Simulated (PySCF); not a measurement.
# WOBr3: how settings move a single point

Which settings matter for WOBr3? Each run alters one on purpose. It is a constructed species; whether it can be made isn't addressed.

Computed with PySCF 2.14.0. Level: PBE, W def2-SVP with ECP60, O def2-SVP, Br def2-SVP; scalar-relativistic core potentials, no spin–orbit coupling.

2 further runs of the same task are left out: 2 for a known fault of the program. Runs told in other sessions of the task aren't counted.

## Step 1: The starting structure

5 atoms, charge 0, spin multiplicity 2.

Bond lengths: W1–O2 1.701 Å, W1–Br3 2.434 Å, W1–Br4 2.428 Å, W1–Br5 2.434 Å. Angles: O2–W1–Br3 107.0°, O2–W1–Br4 117.0°, O2–W1–Br5 107.0°, Br3–W1–Br4 113.0°, Br3–W1–Br5 97.9°, Br4–W1–Br5 113.0°.

Coordinates:

```xyz
5
charge 0, multiplicity 2
W     0.2585    0.0000    0.2556
O     1.5373    0.0000    1.3768
Br    0.6678    1.8359   -1.2886
Br   -1.9967    0.0000    1.1559
Br    0.6678   -1.8359   -1.2886
```

Formal oxidation states: W +5. An earlier session relaxed this geometry at PBE, W def2-SVP with ECP60, O def2-SVP, Br def2-SVP (doublet, point group Cs).

The sound run used a (50, 194) grid (finer on f atoms), a threshold of 1e-8 and at most 55 cycles, and ended at -7862.805902 Eh.

## Step 2: Try 1

The input, run.py (the lines that set the calculation):

```python
mol = gto.M(atom='''
W      0.25847     0.00000     0.25565
O      1.53731     0.00000     1.37680
Br     0.66781     1.83588    -1.28861
Br    -1.99674     0.00000     1.15586
Br     0.66781    -1.83588    -1.28861''',
    basis={'W': 'def2-SVP', 'O': 'def2-SVP', 'Br': 'def2-SVP'},
    ecp={'W': 'def2-SVP'},
    charge=0, spin=1)
mf = dft.UKS(mol, xc='PBE')
mf.grids.atom_grid = (50, 194)
mf = mf.density_fit()  # fitting sets: W def2-universal-JKFIT, O def2-universal-JKFIT, Br def2-universal-JKFIT
mf.conv_tol = 1e-08; mf.max_cycle = 55
mf.kernel(dm0)  # dm0: smeared density
```

Run with:

```console
$ OMP_NUM_THREADS=4 python run.py
```

Log:

```text
init E= -7862.71716927734
  HOMO = -0.172288392374  LUMO = -0.153510591732  gap/eV = 0.51097
cycle= 1 E= -7862.79834841892  delta_E= -0.0812  |g|= 0.109  |ddm|= 0.774
  HOMO = -0.208438950471  LUMO = -0.184931963678  gap/eV = 0.63966
cycle= 2 E= -7862.67174172695  delta_E= 0.127  |g|= 0.49  |ddm|= 0.638
  HOMO = -0.184413766221  LUMO = -0.155086990846  gap/eV = 0.79802
cycle= 3 E= -7862.80538770968  delta_E= -0.134  |g|= 0.034  |ddm|= 0.498
  HOMO = -0.185705706798  LUMO = -0.155396178684  gap/eV = 0.82476
cycle= 4 E= -7862.80516084707  delta_E= 0.000227  |g|= 0.043  |ddm|= 0.0522
  HOMO = -0.185750460527  LUMO = -0.15493210481  gap/eV = 0.83861
cycle= 5 E= -7862.80587957318  delta_E= -0.000719  |g|= 0.00591  |ddm|= 0.0323
  HOMO = -0.185424667252  LUMO = -0.154680359762  gap/eV = 0.83660
cycle= 6 E= -7862.80589748208  delta_E= -1.79e-05  |g|= 0.00252  |ddm|= 0.0104
  HOMO = -0.185572269922  LUMO = -0.154715706151  gap/eV = 0.83965
cycle= 7 E= -7862.80590143801  delta_E= -3.96e-06  |g|= 0.000738  |ddm|= 0.00469
  HOMO = -0.185609060249  LUMO = -0.15474972662  gap/eV = 0.83973
cycle= 8 E= -7862.80590185781  delta_E= -4.2e-07  |g|= 0.000234  |ddm|= 0.00138
  HOMO = -0.185615030867  LUMO = -0.154735788388  gap/eV = 0.84027
cycle= 9 E= -7862.80590190397  delta_E= -4.62e-08  |g|= 6.83e-05  |ddm|= 0.000451
  HOMO = -0.185620373505  LUMO = -0.154730771042  gap/eV = 0.84055
cycle= 10 E= -7862.80590190929  delta_E= -5.32e-09  |g|= 2.69e-05  |ddm|= 0.000184
  HOMO = -0.185618598574  LUMO = -0.154728141251  gap/eV = 0.84057
Extra cycle  E= -7862.80590190731  delta_E= 1.98e-09  |g|= 7.26e-05  |ddm|= 9.43e-05
converged SCF energy = -7862.80590190731  <S^2> = 0.75408939  2S+1 = 2.0040852
```

Run time: 5.1 s. Hardware: 4 threads of Arm Neoverse V2, shared host.

Changed: the starting guess (smeared density). It converges in 10 cycles, at the sound run's energy within 0.001 eV, with a largest force component of 0.00 eV/Å. The result survives the change.

## Step 3: Try 2

The input, run.py (the lines that set the calculation):

```python
mol = gto.M(atom='''
W      0.24296     0.00000     0.24031
O      1.44507     0.00000     1.29419
Br     0.62774     1.72573    -1.21129
Br    -1.87693     0.00000     1.08651
Br     0.62774    -1.72573    -1.21129''',
    basis={'W': 'def2-SVP', 'O': 'def2-SVP', 'Br': 'def2-SVP'},
    ecp={'W': 'def2-SVP'},
    charge=0, spin=1)
mf = dft.UKS(mol, xc='PBE')
mf.grids.atom_grid = (50, 194)
mf = mf.density_fit()  # fitting sets: W def2-universal-JKFIT, O def2-universal-JKFIT, Br def2-universal-JKFIT
mf.conv_tol = 1e-08; mf.max_cycle = 55
mf.kernel(dm0)  # dm0: free metal ions and neutral atoms
```

Run with:

```console
$ OMP_NUM_THREADS=4 python run.py
```

Log:

```text
init E= -7980.18801706845
  HOMO = -0.138076969214  LUMO = -0.133812195135  gap/eV = 0.11605
cycle= 1 E= -7847.45257490151  delta_E=  133  |g|= 7.09  |ddm|=  6.1
  HOMO = 0.00769970829439  LUMO = 0.0100552911998  gap/eV = 0.06410
cycle= 2 E= -7777.45106105834  delta_E=   70  |g|= 7.98  |ddm|= 16.6
  HOMO = -0.405392288899  LUMO = -0.399336906885  gap/eV = 0.16478
cycle= 3 E= -7829.50987583209  delta_E= -52.1  |g|= 6.26  |ddm|= 17.7
  HOMO = -0.258825644405  LUMO = -0.25180176471  gap/eV = 0.19113
cycle= 4 E= -7851.61451719934  delta_E= -22.1  |g|= 4.11  |ddm|= 7.29
  HOMO = -0.113170131558  LUMO = -0.105991781425  gap/eV = 0.19533
cycle= 5 E= -7862.34219483396  delta_E= -10.7  |g|= 0.93  |ddm|= 4.57
  HOMO = -0.218113778581  LUMO = -0.202593803016  gap/eV = 0.42232
cycle= 6 E= -7856.00340294382  delta_E= 6.34  |g|= 3.46  |ddm|= 3.52
  HOMO = -0.164497794144  LUMO = -0.149544511411  gap/eV = 0.40690
cycle= 7 E= -7862.40379210196  delta_E= -6.4  |g|= 0.795  |ddm|= 2.88
  HOMO = -0.176991974225  LUMO = -0.149973627991  gap/eV = 0.73521
cycle= 8 E= -7862.7255552917  delta_E= -0.322  |g|= 0.281  |ddm|= 0.892
  HOMO = -0.140328910305  LUMO = -0.119017947199  gap/eV = 0.57990
cycle= 9 E= -7862.73555637253  delta_E= -0.01  |g|= 0.234  |ddm|= 0.567
  HOMO = -0.159399219417  LUMO = -0.12821295342  gap/eV = 0.84862
cycle= 10 E= -7862.76825073794  delta_E= -0.0327  |g|= 0.0197  |ddm|= 0.356
  HOMO = -0.159534930703  LUMO = -0.127774050088  gap/eV = 0.86426
cycle= 11 E= -7862.76839166622  delta_E= -0.000141  |g|= 0.00938  |ddm|= 0.0312
  HOMO = -0.159406807726  LUMO = -0.127773230062  gap/eV = 0.86079
cycle= 12 E= -7862.76844979948  delta_E= -5.81e-05  |g|= 0.00278  |ddm|= 0.0136
  HOMO = -0.159272740453  LUMO = -0.127650374926  gap/eV = 0.86049
cycle= 13 E= -7862.76845271062  delta_E= -2.91e-06  |g|= 0.00105  |ddm|= 0.00247
  HOMO = -0.159338822833  LUMO = -0.127695625649  gap/eV = 0.86106
cycle= 14 E= -7862.76845309353  delta_E= -3.83e-07  |g|= 0.000475  |ddm|= 0.000878
  HOMO = -0.159346439392  LUMO = -0.127691079323  gap/eV = 0.86139
cycle= 15 E= -7862.76845318289  delta_E= -8.94e-08  |g|= 0.000117  |ddm|= 0.000379
  HOMO = -0.159350134504  LUMO = -0.127693257374  gap/eV = 0.86143
cycle= 16 E= -7862.76845318839  delta_E= -5.49e-09  |g|= 2.39e-05  |ddm|= 0.00012
  HOMO = -0.159347291565  LUMO = -0.127691706667  gap/eV = 0.86139
Extra cycle  E= -7862.76845318788  delta_E= 5.06e-10  |g|= 3.91e-05  |ddm|= 7.39e-05
converged SCF energy = -7862.76845318788  <S^2> = 0.75234366  2S+1 = 2.0023423
```

Wall time 6.9 s (4 threads of Arm Neoverse V2, shared host).

Changed: the scale of all coordinates (0.94). It converges in 16 cycles, +1.019 eV from the sound run, with a largest force component of 5.99 eV/Å. The setting is unsound, so these numbers aren't the compound's.

## Step 4: Try 3

The input, run.py (the lines that set the calculation):

```python
mol = gto.M(atom='''
W      0.25847     0.00000     0.25565
O      1.53731     0.00000     1.37680
Br     0.66781     1.83588    -1.28861
Br    -1.99674     0.00000     1.15586
Br     0.66781    -1.83588    -1.28861''',
    basis={'W': 'def2-SVP', 'O': 'def2-SVP', 'Br': 'def2-SVP'},
    ecp={'W': 'def2-SVP'},
    charge=0, spin=1)
mf = dft.UKS(mol, xc='PBE')
mf.grids.atom_grid = (50, 194)
mf = mf.density_fit()  # fitting sets: W def2-universal-JKFIT, O def2-universal-JKFIT, Br def2-universal-JKFIT
mf.conv_tol = 1e-08; mf.max_cycle = 67
mf.kernel(dm0)  # dm0: core Hamiltonian
```

Run with:

```console
$ OMP_NUM_THREADS=4 python run.py
```

Log:

```text
init E= -7622.61261206732
cycle= 1 E= -6859.05266565429  delta_E=  764  |g|= 27.5  |ddm|=  120
  HOMO = -5.98918454426  LUMO = -5.98517645302  gap/eV = 0.10907
cycle= 2 E= -7559.13638772195  delta_E= -700  |g|= 10.9  |ddm|=  120
  HOMO = -0.751716310909  LUMO = -0.746336386039  gap/eV = 0.14640
cycle= 3 E= -7467.64223372129  delta_E= 91.5  |g|= 17.5  |ddm|= 38.5
  HOMO = -0.157273420737  LUMO = -0.152567812634  gap/eV = 0.12805
cycle= 4 E= -7825.13886494487  delta_E= -357  |g|= 6.39  |ddm|= 28.1
  HOMO = 0.216516584507  LUMO = 0.222462278654  gap/eV = 0.16179
cycle= 5 E= -7843.58318633346  delta_E= -18.4  |g|= 4.41  |ddm|= 17.1
  HOMO = -0.350738606208  LUMO = -0.346709122522  gap/eV = 0.10965
cycle= 6 E= -7839.11231569578  delta_E= 4.47  |g|= 5.89  |ddm|= 15.3
  HOMO = -0.330873911931  LUMO = -0.327674173387  gap/eV = 0.08707
cycle= 7 E= -7845.95518383517  delta_E= -6.84  |g|= 4.76  |ddm|= 4.14
  HOMO = -0.354368896809  LUMO = -0.34842193394  gap/eV = 0.16183
cycle= 8 E= -7853.79857255969  delta_E= -7.84  |g|=  3.7  |ddm|= 4.44
  HOMO = -0.218193688989  LUMO = -0.213202168072  gap/eV = 0.13583
cycle= 9 E= -7850.9389546187  delta_E= 2.86  |g|= 4.02  |ddm|= 4.07
cycle= 10 E= -7856.21499369577  delta_E= -5.28  |g|= 3.33  |ddm|=  2.7
  HOMO = -0.279522045312  LUMO = -0.27529986536  gap/eV = 0.11489
cycle= 11 E= -7857.07683842892  delta_E= -0.862  |g|= 3.17  |ddm|= 0.737
  HOMO = -0.241875249149  LUMO = -0.240446963218  gap/eV = 0.03887
cycle= 12 E= -7855.33929011042  delta_E= 1.74  |g|= 3.54  |ddm|= 0.877
  HOMO = -0.15649442862  LUMO = -0.152441981375  gap/eV = 0.11027
cycle= 13 E= -7861.67578118539  delta_E= -6.34  |g|= 1.52  |ddm|= 3.93
  HOMO = -0.267277119006  LUMO = -0.257343569316  gap/eV = 0.27031
cycle= 14 E= -7858.24501977321  delta_E= 3.43  |g|= 3.16  |ddm|= 3.41
  HOMO = -0.207078347446  LUMO = -0.194391439099  gap/eV = 0.34523
cycle= 15 E= -7861.24659773654  delta_E=   -3  |g|= 1.73  |ddm|= 2.52
  HOMO = -0.189871102962  LUMO = -0.159349136205  gap/eV = 0.83055
cycle= 16 E= -7862.7449106814  delta_E= -1.5  |g|= 0.366  |ddm|= 1.69
  HOMO = -0.186690420174  LUMO = -0.159102754209  gap/eV = 0.75070
cycle= 17 E= -7862.78806680144  delta_E= -0.0432  |g|= 0.184  |ddm|= 0.419
  HOMO = -0.189531911556  LUMO = -0.159196467659  gap/eV = 0.82547
cycle= 18 E= -7862.80109271978  delta_E= -0.013  |g|= 0.106  |ddm|= 0.198
  HOMO = -0.186040291617  LUMO = -0.155168091172  gap/eV = 0.84008
cycle= 19 E= -7862.80538478721  delta_E= -0.00429  |g|= 0.0362  |ddm|= 0.0589
  HOMO = -0.185443651845  LUMO = -0.154502488849  gap/eV = 0.84195
cycle= 20 E= -7862.80588608082  delta_E= -0.000501  |g|= 0.00574  |ddm|= 0.0282
  HOMO = -0.1856679975  LUMO = -0.154807517464  gap/eV = 0.83976
cycle= 21 E= -7862.80590035644  delta_E= -1.43e-05  |g|= 0.00145  |ddm|= 0.00672
  HOMO = -0.185622033403  LUMO = -0.154736255577  gap/eV = 0.84044
cycle= 22 E= -7862.80590174595  delta_E= -1.39e-06  |g|= 0.000614  |ddm|= 0.00245
  HOMO = -0.185624711928  LUMO = -0.154733477644  gap/eV = 0.84059
cycle= 23 E= -7862.80590190326  delta_E= -1.57e-07  |g|= 0.000122  |ddm|= 0.000452
  HOMO = -0.185619623943  LUMO = -0.154728774477  gap/eV = 0.84058
cycle= 24 E= -7862.80590190956  delta_E= -6.3e-09  |g|= 1.75e-05  |ddm|= 0.000112
  HOMO = -0.185622692125  LUMO = -0.154731515166  gap/eV = 0.84059
Extra cycle  E= -7862.80590190852  delta_E= 1.04e-09  |g|= 5.08e-05  |ddm|= 6.17e-05
converged SCF energy = -7862.80590190852  <S^2> = 0.75409066  2S+1 = 2.0040865
```

Wall time 9 s (4 threads of Arm Neoverse V2, shared host).

Changed: the starting guess (bare core Hamiltonian); the cycle limit is 67. It converges in 24 cycles, at the sound run's energy within 0.001 eV, with a largest force component of 0.00 eV/Å. The result survives the change.

## Step 5: Try 4

Edit run.py (the lines that set the calculation) of step 4 so:

```diff
@@ -12,3 +12,3 @@
 mf = mf.density_fit()  # fitting sets: W def2-universal-JKFIT, O def2-universal-JKFIT, Br def2-universal-JKFIT
-mf.conv_tol = 1e-08; mf.max_cycle = 67
-mf.kernel(dm0)  # dm0: core Hamiltonian
+mf.conv_tol = 0.0001; mf.max_cycle = 55
+mf.kernel(dm0)  # dm0: free metal ions and neutral atoms
```

Run with:

```console
$ OMP_NUM_THREADS=4 python run.py
```

Log:

```text
init E= -7980.08435076874
  HOMO = -0.1431604431  LUMO = -0.140990797857  gap/eV = 0.05904
cycle= 1 E= -7844.703494065  delta_E=  135  |g|= 7.27  |ddm|= 6.37
  HOMO = -0.0563004761945  LUMO = -0.050350129938  gap/eV = 0.16192
cycle= 2 E= -7773.36545335003  delta_E= 71.3  |g|= 8.76  |ddm|=   18
  HOMO = -0.315079484128  LUMO = -0.312294402007  gap/eV = 0.07579
cycle= 3 E= -7834.50104972697  delta_E= -61.1  |g|= 5.56  |ddm|= 18.4
  HOMO = -0.0732913774811  LUMO = -0.0686736030243  gap/eV = 0.12566
cycle= 4 E= -7861.7774289527  delta_E= -27.3  |g|=  1.3  |ddm|= 9.08
  HOMO = -0.218538097805  LUMO = -0.213393314533  gap/eV = 0.14000
cycle= 5 E= -7854.47812821952  delta_E=  7.3  |g|= 3.48  |ddm|= 4.13
  HOMO = -0.160348366085  LUMO = -0.145928404059  gap/eV = 0.39239
cycle= 6 E= -7862.34790843342  delta_E= -7.87  |g|= 0.966  |ddm|= 3.21
  HOMO = -0.203756897264  LUMO = -0.179140244683  gap/eV = 0.66985
cycle= 7 E= -7862.72843311042  delta_E= -0.381  |g|= 0.374  |ddm|= 1.13
  HOMO = -0.160668038038  LUMO = -0.139615461838  gap/eV = 0.57287
cycle= 8 E= -7862.75721472969  delta_E= -0.0288  |g|= 0.27  |ddm|= 0.776
  HOMO = -0.187709592421  LUMO = -0.158236437363  gap/eV = 0.80201
cycle= 9 E= -7862.80309660954  delta_E= -0.0459  |g|= 0.0816  |ddm|= 0.41
  HOMO = -0.187025430772  LUMO = -0.156579272918  gap/eV = 0.82848
cycle= 10 E= -7862.80482538832  delta_E= -0.00173  |g|= 0.0515  |ddm|= 0.0407
  HOMO = -0.186228679015  LUMO = -0.155446087939  gap/eV = 0.83764
cycle= 11 E= -7862.80566651864  delta_E= -0.000841  |g|= 0.0237  |ddm|= 0.0257
  HOMO = -0.185733876206  LUMO = -0.154977710028  gap/eV = 0.83692
cycle= 12 E= -7862.80586980332  delta_E= -0.000203  |g|= 0.00664  |ddm|= 0.0226
  HOMO = -0.185584161318  LUMO = -0.154651184147  gap/eV = 0.84173
cycle= 13 E= -7862.80590009911  delta_E= -3.03e-05  |g|= 0.00175  |ddm|= 0.0101
  HOMO = -0.185780693787  LUMO = -0.154928676412  gap/eV = 0.83953
Extra cycle  E= -7862.80587344198  delta_E= 2.67e-05  |g|= 0.00773  |ddm|= 0.00868
converged SCF energy = -7862.80587344198  <S^2> = 0.75410859  2S+1 = 2.0041044
```

Wall time 5.9 s (4 threads of Arm Neoverse V2, shared host).

Changed: the SCF threshold (0.0001). It converges in 13 cycles, +0.001 eV from the sound run, with a largest force component of 0.07 eV/Å. The result survives the change.

## Step 6: Try 5

Edit run.py (the lines that set the calculation) of step 5 so:

```diff
@@ -10,5 +10,5 @@
 mf = dft.UKS(mol, xc='PBE')
-mf.grids.atom_grid = (50, 194)
+mf.grids.atom_grid = (10, 14)
 mf = mf.density_fit()  # fitting sets: W def2-universal-JKFIT, O def2-universal-JKFIT, Br def2-universal-JKFIT
-mf.conv_tol = 0.0001; mf.max_cycle = 55
+mf.conv_tol = 1e-08; mf.max_cycle = 55
 mf.kernel(dm0)  # dm0: free metal ions and neutral atoms
```

Run with:

```console
$ OMP_NUM_THREADS=4 python run.py
```

Log:

```text
init E= -7993.03096525505
  HOMO = -0.160325621932  LUMO = -0.154069391106  gap/eV = 0.17024
cycle= 1 E= -7857.03712843  delta_E=  136  |g|= 7.44  |ddm|= 6.38
  HOMO = -0.0472797608817  LUMO = -0.0298651799359  gap/eV = 0.47387
cycle= 2 E= -7778.69886322496  delta_E= 78.3  |g|= 10.3  |ddm|= 18.1
  HOMO = -0.237870367967  LUMO = -0.235213860239  gap/eV = 0.07229
cycle= 3 E= -7852.73273054594  delta_E=  -74  |g|= 4.98  |ddm|= 17.6
  HOMO = 0.0370991757337  LUMO = 0.0460492428561  gap/eV = 0.24354
cycle= 4 E= -7853.42434210541  delta_E= -0.692  |g|= 4.78  |ddm|= 12.4
  HOMO = -0.145391843332  LUMO = -0.139613053354  gap/eV = 0.15725
cycle= 5 E= -7872.93846650284  delta_E= -19.5  |g|= 2.13  |ddm|= 9.94
  HOMO = -0.315553021005  LUMO = -0.31198601551  gap/eV = 0.09706
cycle= 6 E= -7865.58483676114  delta_E= 7.35  |g|= 3.83  |ddm|= 4.93
  HOMO = -0.223608627706  LUMO = -0.214582906952  gap/eV = 0.24560
cycle= 7 E= -7873.32172501287  delta_E= -7.74  |g|= 1.99  |ddm|= 3.86
  HOMO = -0.182840619553  LUMO = -0.166857650331  gap/eV = 0.43492
cycle= 8 E= -7874.81556299723  delta_E= -1.49  |g|= 1.01  |ddm|= 1.58
  HOMO = -0.202359934919  LUMO = -0.189335588953  gap/eV = 0.35441
cycle= 9 E= -7874.34574568678  delta_E= 0.47  |g|= 1.37  |ddm|= 1.88
  HOMO = -0.165482591415  LUMO = -0.130572471739  gap/eV = 0.94995
cycle= 10 E= -7875.25190648483  delta_E= -0.906  |g|= 0.601  |ddm|= 1.52
  HOMO = -0.181520476074  LUMO = -0.137943093693  gap/eV = 1.18580
cycle= 11 E= -7875.33522652484  delta_E= -0.0833  |g|= 0.427  |ddm|= 0.276
  HOMO = -0.194679600306  LUMO = -0.153820943945  gap/eV = 1.11182
cycle= 12 E= -7875.37558282736  delta_E= -0.0404  |g|= 0.289  |ddm|= 0.318
  HOMO = -0.196810425702  LUMO = -0.156845863595  gap/eV = 1.08749
cycle= 13 E= -7875.40984846287  delta_E= -0.0343  |g|= 0.109  |ddm|= 0.203
  HOMO = -0.20190264838  LUMO = -0.163175874128  gap/eV = 1.05381
cycle= 14 E= -7875.41486399294  delta_E= -0.00502  |g|= 0.0372  |ddm|= 0.0934
  HOMO = -0.20137740475  LUMO = -0.163391811155  gap/eV = 1.03364
cycle= 15 E= -7875.41538238288  delta_E= -0.000518  |g|= 0.0119  |ddm|= 0.0389
  HOMO = -0.201344665141  LUMO = -0.163512883788  gap/eV = 1.02946
cycle= 16 E= -7875.41546301964  delta_E= -8.06e-05  |g|= 0.00175  |ddm|= 0.0144
  HOMO = -0.201346664019  LUMO = -0.163561923427  gap/eV = 1.02818
cycle= 17 E= -7875.41546453275  delta_E= -1.51e-06  |g|= 0.000708  |ddm|= 0.00256
  HOMO = -0.201325370355  LUMO = -0.163550065029  gap/eV = 1.02792
cycle= 18 E= -7875.41546482867  delta_E= -2.96e-07  |g|= 0.000204  |ddm|= 0.00104
  HOMO = -0.201316623468  LUMO = -0.163548332646  gap/eV = 1.02773
cycle= 19 E= -7875.41546485899  delta_E= -3.03e-08  |g|= 5.75e-05  |ddm|= 0.000362
  HOMO = -0.201314050327  LUMO = -0.163546789741  gap/eV = 1.02770
cycle= 20 E= -7875.41546486142  delta_E= -2.43e-09  |g|= 1.91e-05  |ddm|= 9.76e-05
  HOMO = -0.201314464778  LUMO = -0.163547504473  gap/eV = 1.02769
Extra cycle  E= -7875.41546486136  delta_E= 5.82e-11  |g|= 3.51e-05  |ddm|= 5.45e-05
converged SCF energy = -7875.41546486136  <S^2> = 0.75372241  2S+1 = 2.003719
```

Wall time 5.4 s (4 threads of Arm Neoverse V2, shared host).

Changed: the integration grid, to (10, 14). It converges in 20 cycles, -343.124 eV from the sound run, with a largest force component of 2.78 eV/Å. The setting is unsound, so these numbers aren't the compound's.

## Step 7: Side by side

| run | changed | ending | energy change (eV) | cycles | time | usable |
| --- | --- | --- | --- | --- | --- | --- |
| 1 | the starting guess | converged | 0.000 | 10 | 5.1 s | yes |
| 2 | the scale of all coordinates | converged | +1.019 | 16 | 6.9 s | no |
| 3 | the starting guess | converged | 0.000 | 24 | 9 s | yes |
| 4 | the SCF threshold | converged | +0.001 | 13 | 5.9 s | yes |
| 5 | the integration grid | converged | -343.124 | 20 | 5.4 s | no |

3 of 5 altered runs give a usable result. 2 ended normally with numbers unfit to quote.
